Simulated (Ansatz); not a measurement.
# H18SO8: the cost of one run

Program: Ansatz 0.2.0. Level of theory: DFT PBE+D3(BJ), plane waves, PAW, scalar-relativistic, no spin polarisation. These are calculated values, not measurements.

## Step 1: The structure to begin with

The cell holds 27 atoms (H18O8S): a = 6.910 Å, b = 6.910 Å, c = 6.910 Å, α = 90.00°, β = 90.00°, γ = 90.00°.

The coordinates stand in the first input below.

## Step 2: Preparing the start

The input, input.yaml:

```yaml
crystal:
  lattice:
    - [6.910423, 0.0, 0.0]
    - [0.0, 6.910423, 0.0]
    - [0.0, 0.0, 6.910423]
  atoms:
    - { symbol: O, position: [0.4433527, 0.5473364, 0.5826082] }
    - { symbol: H, position: [0.4838108, 0.681023, 0.570952] }
    - { symbol: H, position: [0.3689406, 0.5241498, 0.4661177] }
    - { symbol: O, position: [-0.0109575, 0.5810838, 0.2134509] }
    - { symbol: H, position: [0.0746802, 0.6692672, 0.2807909] }
    - { symbol: H, position: [0.0091189, 0.4583432, 0.2780769] }
    - { symbol: O, position: [0.7169395, 0.7863817, 0.4216489] }
    - { symbol: H, position: [0.687278, 0.8794461, 0.32113] }
    - { symbol: H, position: [0.711001, 0.662632, 0.3561083] }
    - { symbol: O, position: [0.7746175, 0.4236609, 0.6103928] }
    - { symbol: H, position: [0.8046605, 0.5543504, 0.569619] }
    - { symbol: H, position: [0.8243681, 0.3435168, 0.5067269] }
    - { symbol: O, position: [0.7035687, 0.9498779, 0.9453953] }
    - { symbol: H, position: [0.7595153, 0.9407137, 0.8172125] }
    - { symbol: H, position: [0.7358248, 1.0796891, 0.987269] }
    - { symbol: O, position: [0.0953068, 0.0582498, 0.3380119] }
    - { symbol: H, position: [0.0522879, -0.0583026, 0.4028945] }
    - { symbol: H, position: [0.2305765, 0.0338408, 0.3106049] }
    - { symbol: O, position: [0.363517, 0.2537714, 0.9904145] }
    - { symbol: H, position: [0.4171825, 0.1462803, 1.0625984] }
    - { symbol: H, position: [0.3359565, 0.1994543, 0.864181] }
    - { symbol: O, position: [0.4222015, 0.7041228, 0.2419595] }
    - { symbol: H, position: [0.4313613, 0.8057306, 0.1458512] }
    - { symbol: H, position: [0.3963339, 0.5886443, 0.1668569] }
    - { symbol: S, position: [0.1221005, 0.904743, 0.8210836] }
    - { symbol: H, position: [-0.0127306, 0.9134306, 0.9600658] }
    - { symbol: H, position: [0.0521348, 1.0595918, 0.7278225] }
basis:
  ecutwfc: 420.0
kpoints:
  mp_grid: { grid: [1, 1, 1] }
hamiltonian:
  xc: pbe
  dispersion: d3bj
scf:
  occupations: { method: fermi_dirac, width: 0.02 }
  lower_state_search: "off"
relax:
  f_tol: 0.3
  max_steps: 15
  adjacent_minimum: "off"
output:
  write_density: true
  write_potential: true
  elf: true
  volumetric_format: npy
```

Started as:

```
ansatz run input.yaml --threads 1 --pin off --max-ram 3072MiB --backend cpu --events-out ev --progress --plain --runs-dir out
```

Q: Estimate wall time and peak memory on 1 thread of Intel Xeon Platinum 8259CL at 2.50GHz (Skylake/Cascade Lake), shared host.

About 31 s, with a peak of 0.46 GiB.
